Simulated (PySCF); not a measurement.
# Os3 (Os3): the cost of one run

The runs use PySCF 2.14.0; PBE0, Os def2-SVP with ECP60; scalar-relativistic core potentials, no spin–orbit coupling.

4 further runs of the same task are left out: 2 for a known fault of the program, 1 that didn't finish, 1 set aside as unsound or not needed.

### 1 The system as given

3 atoms, charge 0, spin multiplicity 3.

Bond lengths: Os1–Os2 2.419 Å, Os1–Os3 2.279 Å, Os2–Os3 2.420 Å. Angles: Os2–Os1–Os3 61.9°, Os1–Os2–Os3 56.2°, Os1–Os3–Os2 61.9°.

Geometry (Å):

```
Os    1.34209   -0.04678    0.00008
Os   -0.71043    1.23284   -0.00004
Os   -0.63166   -1.18606   -0.00004
```

An earlier session relaxed this geometry at PBE0, Os def2-SVP with ECP60 (triplet, point group C2v).

Its energy there is -271.809944 Eh.

### 2 Atoms moved at random, σ = 0.03 Å

The input, run.py (the lines that set the calculation):

```python
mol = gto.M(atom='''
Os     1.35672    -0.08341    -0.01372
Os    -0.74132     1.25549     0.01947
Os    -0.61540    -1.17208    -0.00575''',
    basis={'Os': 'def2-SVP'},
    ecp={'Os': 'def2-SVP'},
    charge=0, spin=2)
mf = dft.UKS(mol, xc='PBE0')
mf.grids.atom_grid = (50, 194)
mf = mf.density_fit()  # fitting sets: Os def2-universal-JKFIT
mf.conv_tol = 1e-08; mf.max_cycle = 55
mf.kernel(dm0)  # dm0: the density of the relaxed state
```

Command:

```bash
$ OMP_NUM_THREADS=2 python run.py
```

**Question.** How long does this run take on 2 threads of Arm Neoverse V1, shared host?

About 52 s.
